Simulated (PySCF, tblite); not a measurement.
# C5H16AlNOSi: geometry, infrared bands, NMR shifts and electronic excitations, part 2 of 2

tblite 0.8.0 and PySCF 2.14.0. Atoms count from 0. Earlier steps stand in the parts before.

### 6 Ultraviolet spectrum: CAM-B3LYP/def2-SVPD

Job settings and geometry (Å):

```
{"job": {"kind": "uv", "xc": "CAM-B3LYP", "basis": "def2-SVPD", "ip": true}, "charge": 0, "multiplicity": 1}
C     -1.196899    -1.717263    -0.771458
N     -0.914146    -0.599919     0.138268
C     -1.594774    -0.823615     1.419172
Al    -1.497524     1.266527    -0.620454
C      0.117293     2.069031     0.261416
C      0.790579     0.932716     1.038480
C      0.547245    -0.409640     0.353455
O      1.130761    -0.455608    -0.907665
Si     2.722055    -0.113319    -1.303934
H     -2.281473    -1.770063    -0.936496
H     -0.696812    -1.546881    -1.729334
H     -0.851066    -2.673338    -0.339360
H     -2.661917    -0.993448     1.230968
H     -1.509937     0.058254     2.065125
H     -1.171250    -1.701378     1.939616
H     -1.504372     1.101049    -2.216684
H     -2.935333     1.454787     0.081423
H     -0.099683     2.915396     0.931297
H      0.799162     2.456676    -0.514187
H      1.886620     1.049492     1.146308
H      0.417188     0.876144     2.072990
H      0.918110    -1.258013     0.969994
H      2.887932    -0.598050    -2.698798
H      3.636955    -0.852902    -0.379954
H      3.018933     1.345718    -1.220672
```

Level: TDDFT CAM-B3LYP/def2-SVPD, vertical, gas phase, core orbitals frozen in the response.

The log of the run:

```text
coarse grid: 20752 points
cycle   1  E = -861.2855196773  dE =  9.054e-01  |g| = 7.379e-01  |ddm| = 9.605e+00
cycle   2  E = -861.2390363575  dE =  4.648e-02  |g| = 9.334e-01  |ddm| = 3.459e+00
cycle   3  E = -861.4018557934  dE = -1.628e-01  |g| = 9.133e-02  |ddm| = 1.899e+00
cycle   4  E = -861.4032237340  dE = -1.368e-03  |g| = 4.519e-02  |ddm| = 2.466e-01
cycle   5  E = -861.4037145903  dE = -4.909e-04  |g| = 6.045e-03  |ddm| = 9.025e-02
cycle   6  E = -861.4037242626  dE = -9.672e-06  |g| = 1.340e-03  |ddm| = 1.947e-02
final grid: 188008 points
cycle   7  E = -861.5413167037  dE = -5.015e-05  |g| = 3.977e-03  |ddm| = 1.633e-01
cycle   8  E = -861.5413174221  dE = -7.184e-07  |g| = 3.748e-03  |ddm| = 2.063e-02
cycle   9  E = -861.5413207957  dE = -3.374e-06  |g| = 3.256e-04  |ddm| = 6.171e-03
cycle  10  E = -861.5413208148  dE = -1.912e-08  |g| = 2.007e-04  |ddm| = 1.426e-03
cycle  11  E = -861.5413208236  dE = -8.730e-09  |g| = 4.707e-05  |ddm| = 4.160e-04
cycle  12  E = -861.5413208240  dE = -4.545e-10  |g| = 1.298e-05  |ddm| = 1.311e-04
converged SCF energy = -861.5413208240

Static polarisability (au): isotropic 124.088, principal 117.892 120.370 134.002

Singlet excitations
state   eV       nm        f      main configurations
  1   6.5355    189.7   0.01116   H->L 0.67
  2   6.5897    188.1   0.03869   H->L+2 0.49, H->L+3 0.24, H->L 0.13
  3   6.6976    185.1   0.00181   H-1->L+2 0.49, H-1->L+3 0.22, H-1->L+5 0.10
  4   7.0696    175.4   0.06359   H-1->L 0.64
  5   7.2307    171.5   0.01526   H->L+1 0.58, H->L+4 0.12, H-1->L 0.09
  6   7.3606    168.4   0.03569   H->L+3 0.24, H->L+2 0.22
  7   7.4241    167.0   0.00683   H-2->L 0.17, H->L+3 0.14, H-3->L 0.11
  8   7.4752    165.9   0.02010   H->L+4 0.28, H->L+1 0.10, H->L+7 0.08
  9   7.5272    164.7   0.01041   H-1->L+6 0.18, H->L+4 0.13, H-1->L+4 0.11
 10   7.5997    163.1   0.00776   H->L+6 0.50, H->L+5 0.14, H->L+3 0.10

Triplet excitations (Tamm-Dancoff, eV): 6.2093 6.2465 6.4032 6.8695
Vertical ionisation energy (delta-SCF) = 8.8182 eV
```

It took 6.6 min on 1 thread of Arm Neoverse V2, shared host; peak memory 1.8 GiB.

Frontier orbitals and where they lie:

| orbital | eV | atoms |
| --- | --- | --- |
| HOMO−3 | -10.08 | O7 29 %, Si8 10 %, N1 10 % |
| HOMO−2 | -9.62 | N1 26 %, O7 13 %, Al3 12 % |
| HOMO−1 | -8.50 | Al3 36 %, H15 29 %, H16 25 % |
| HOMO | -8.18 | C4 40 %, Al3 21 %, C5 9 % |
| LUMO | 0.83 | Si8 18 %, Al3 12 %, H21 6 % |
| LUMO+1 | 1.09 | Si8 44 %, H24 13 %, H22 11 % |
| LUMO+2 | 1.35 | Al3 18 %, Si8 12 %, C2 9 % |

With each of the 10 states as a Gaussian band of 0.4 eV half-width at 1/e, the curve within the window shown has maxima at 171 nm (ε 5,400) L/(mol cm). Beyond the last state computed it falls off for lack of states. The curve at chosen wavelengths:

```json
{"nm": "157", "ε (L/mol/cm)": "995"}
{"nm": "159", "ε (L/mol/cm)": "1648"}
{"nm": "161", "ε (L/mol/cm)": "2455"}
{"nm": "163", "ε (L/mol/cm)": "3327"}
{"nm": "165", "ε (L/mol/cm)": "4150"}
{"nm": "167", "ε (L/mol/cm)": "4814"}
{"nm": "169", "ε (L/mol/cm)": "5245"}
{"nm": "171", "ε (L/mol/cm)": "5416"}
{"nm": "173", "ε (L/mol/cm)": "5345"}
{"nm": "175", "ε (L/mol/cm)": "5087"}
{"nm": "177", "ε (L/mol/cm)": "4718"}
{"nm": "179", "ε (L/mol/cm)": "4311"}
{"nm": "181", "ε (L/mol/cm)": "3919"}
{"nm": "184", "ε (L/mol/cm)": "3409"}
{"nm": "186", "ε (L/mol/cm)": "3108"}
{"nm": "188", "ε (L/mol/cm)": "2813"}
{"nm": "190", "ε (L/mol/cm)": "2504"}
{"nm": "192", "ε (L/mol/cm)": "2173"}
{"nm": "194", "ε (L/mol/cm)": "1827"}
{"nm": "196", "ε (L/mol/cm)": "1483"}
{"nm": "198", "ε (L/mol/cm)": "1160"}
{"nm": "200", "ε (L/mol/cm)": "873"}
{"nm": "202", "ε (L/mol/cm)": "633"}
{"nm": "204", "ε (L/mol/cm)": "443"}
{"nm": "206", "ε (L/mol/cm)": "299"}
{"nm": "208", "ε (L/mol/cm)": "195"}
```

Ground-state properties from the same run:

| property | computed |
| --- | --- |
| dipole moment (D) | 4.62 |
| polarisability (Å³) | 18.39 |
| HOMO–LUMO gap (eV) | 9.01 |
| −ε(HOMO) (eV) | 8.18 |

### 7 NMR shieldings: HF/pcSseg-1

Same as in step 6 but for these lines:

```diff
@@ -1,2 +1,2 @@
-{"job": {"kind": "uv", "xc": "CAM-B3LYP", "basis": "def2-SVPD", "ip": true}, "charge": 0, "multiplicity": 1}
+{"job": {"kind": "nmr", "xc": "HF", "basis": "pcSseg-1", "pop": false}, "charge": 0, "multiplicity": 1}
 C     -1.196899    -1.717263    -0.771458
```

Level: GIAO HF/pcSseg-1 NMR shielding, non-relativistic, gas phase.

The log of the run:

```text
final grid: 188008 points
cycle   1  E = -858.5922585743  dE =  1.467e+00  |g| = 7.494e-01  |ddm| = 4.179e+00
cycle   2  E = -858.7258791219  dE = -1.336e-01  |g| = 4.032e-01  |ddm| = 9.230e-01
cycle   3  E = -858.7574399730  dE = -3.156e-02  |g| = 9.504e-02  |ddm| = 3.335e-01
cycle   4  E = -858.7600698532  dE = -2.630e-03  |g| = 2.095e-02  |ddm| = 1.287e-01
cycle   5  E = -858.7601866923  dE = -1.168e-04  |g| = 4.046e-03  |ddm| = 2.643e-02
cycle   6  E = -858.7601930529  dE = -6.361e-06  |g| = 1.158e-03  |ddm| = 8.246e-03
cycle   7  E = -858.7601936192  dE = -5.663e-07  |g| = 3.465e-04  |ddm| = 2.458e-03
cycle   8  E = -858.7601936772  dE = -5.805e-08  |g| = 1.119e-04  |ddm| = 8.069e-04
cycle   9  E = -858.7601936826  dE = -5.323e-09  |g| = 3.381e-05  |ddm| = 2.277e-04
cycle  10  E = -858.7601936831  dE = -4.991e-10  |g| = 9.981e-06  |ddm| = 6.496e-05
converged SCF energy = -858.7601936831

GIAO shielding tensors (ppm)
atom      isotropic    diamagn.    paramagn.     s11        s22        s33       span
  0 C      152.116     243.292     -91.176    133.966    137.915    184.468     50.502
  1 N      222.617     327.367    -104.750    191.601    216.024    260.225     68.624
  2 C      150.379     244.039     -93.660    131.372    136.924    182.842     51.470
  3 Al     439.248     792.129    -352.881    430.842    435.719    451.183     20.341
  4 C      195.366     249.775     -54.409    184.816    191.578    209.705     24.889
  5 C      163.323     247.117     -83.794    147.030    162.760    180.179     33.149
  6 C      105.569     241.351    -135.782     94.482     99.963    122.262     27.780
  7 O      311.361     404.585     -93.223    291.878    297.856    344.351     52.473
  8 Si     434.337     875.652    -441.315    400.206    411.939    490.865     90.659
  9 H       29.447      30.118      -0.670     24.585     26.862     36.896     12.311
 10 H       28.186      30.320      -2.133     22.447     28.108     34.004     11.558
 11 H       29.989      30.321      -0.332     26.074     26.658     37.234     11.161
 12 H       29.319      30.213      -0.894     24.963     26.098     36.896     11.934
 13 H       29.273      30.873      -1.600     23.681     28.530     35.607     11.927
 14 H       30.146      30.532      -0.386     25.925     27.167     37.348     11.423
 15 H       27.947      30.598      -2.650     24.922     26.082     32.838      7.916
 16 H       28.002      30.693      -2.691     24.539     26.373     33.094      8.555
 17 H       31.819      30.654       1.164     26.548     27.981     40.928     14.380
 18 H       31.619      32.173      -0.555     26.104     29.900     38.851     12.746
 19 H       30.008      32.951      -2.943     25.909     27.740     36.375     10.466
 20 H       30.221      33.148      -2.927     25.710     28.606     36.346     10.636
 21 H       28.444      34.082      -5.638     24.887     28.183     32.261      7.374
 22 H       27.315      28.917      -1.602     23.501     25.268     33.177      9.676
 23 H       27.444      29.339      -1.895     23.982     25.328     33.021      9.039
 24 H       27.193      29.777      -2.585     22.884     26.772     31.921      9.037
```

Run time: 26 s. Hardware: 1 thread of Arm Neoverse V2, shared host; peak memory 1.2 GiB.

In short: δ C6 85.3, C2 40.5, C0 38.7, C5 27.5, H22 4.37, H15 3.74 ppm (means over like atoms).

### 8 Comparing the runs: NMR shifts

Shifts (ppm) of some atoms, chosen among heavy atoms and hydrogens apart, means over like atoms, with basis size and wall time:

| run | C6 | H22 | H15 | N1 | Al3 | O7 | Si8 | functions | time |
| --- | --- | --- | --- | --- | --- | --- | --- | --- | --- |
| PBE0/pcSseg-1 | 97.8 | 4.87 | 4.15 | 67.6 | 95.7 | 50.6 | -35.9 | 247 | 51 s |
| HF/pcSseg-1 | 85.3 | 4.37 | 3.74 | 43.1 | 77.0 | 22.0 | -40.9 | 247 | 26 s |

### 9 Outcome

The summary covers parts 1 to 2.

| quantity | value |
| --- | --- |
| strongest single infrared mode (GFN2-xTB) | 1660 cm⁻¹, 539 km/mol |
| zero-point energy (GFN2-xTB) | 122.2 kcal/mol |
| point group | C1 |
| rotational constants (main isotopes) | 1.63, 0.90, 0.77 GHz |
| 13C shifts against TMS (PBE0/pcSseg-1) | 97.8, 44.8, 42.2, 32.2, -2.3 ppm |
| 1H shifts against TMS (PBE0/pcSseg-1, means over atoms taken as alike) | 4.87, 4.15, 4.09, 3.65, 2.53, 2.21, 2.04, 1.83, 0.33, 0.11 ppm |
| 15N shifts against NH3 (PBE0/pcSseg-1) | 67.6 ppm |
| 27Al shifts against AlH4- (PBE0/pcSseg-1) | 95.7 ppm |
| 17O shifts against H2O (PBE0/pcSseg-1) | 50.6 ppm |
| 29Si shifts against TMS (PBE0/pcSseg-1) | -35.9 ppm |
| lowest singlet (CAM-B3LYP/def2-SVPD) | 6.54 eV (190 nm), f = 0.011 |
| brightest single state of those computed | state 4, 7.07 eV, f = 0.064 |
| lowest triplet | 6.21 eV |
| vertical ionisation energy (ΔSCF) | 8.82 eV |
| range of the shift of O7 | 22.0 to 50.6 ppm |

**Reading.** Relaxing lowered the energy by 1.973 eV in 200 steps; the close pair that moved most is N1–Al3, from 1.934 to 2.130 Å (GFN2-xTB). The frame itself reshapes: Al3···O7 goes from 3.23 to 2.44 Å. No mode is imaginary among the 69: a minimum at this level. The strongest single mode, at 1660 cm⁻¹, moves mainly H16. Unscaled tight-binding wavenumbers are off by several per cent, some by more. Its intensities can rank the bands wrongly. The start of the PBE0/def2-SVP relaxation was shaken at random by about 0.01 Å, so part of the energy gained, and of the first lengths quoted, undoes that. Over 14 steps the energy fell by 0.658 eV; of the close pairs, O7–Si8 changed most, 1.607 to 1.675 Å (PBE0/def2-SVP). The frame itself reshapes: Al3···O7 goes from 2.42 to 3.16 Å. At PBE0/pcSseg-1: The largest span, 122 ppm, is at Si8, where the paramagnetic term is -492 ppm. The first singlet state (HOMO→LUMO 0.67) lies at 6.54 eV and is weak; of the 10 states computed, the strongest absorption comes from state 4 at 7.07 eV. The lowest triplet lies 0.33 eV below the lowest singlet (triplets in Tamm-Dancoff, singlets in full TDDFT). ΔSCF puts the ionisation energy at 8.82 eV, 0.63 eV above −ε(HOMO). Across the 2 runs the shift of O7 moves most, between 22.0 (HF/pcSseg-1) and 50.6 ppm (PBE0/pcSseg-1). These values are for one conformer; the search (at its own cheap level) found 2 more, at 0.49, 0.60 kcal/mol, and measured spectra average over such forms.
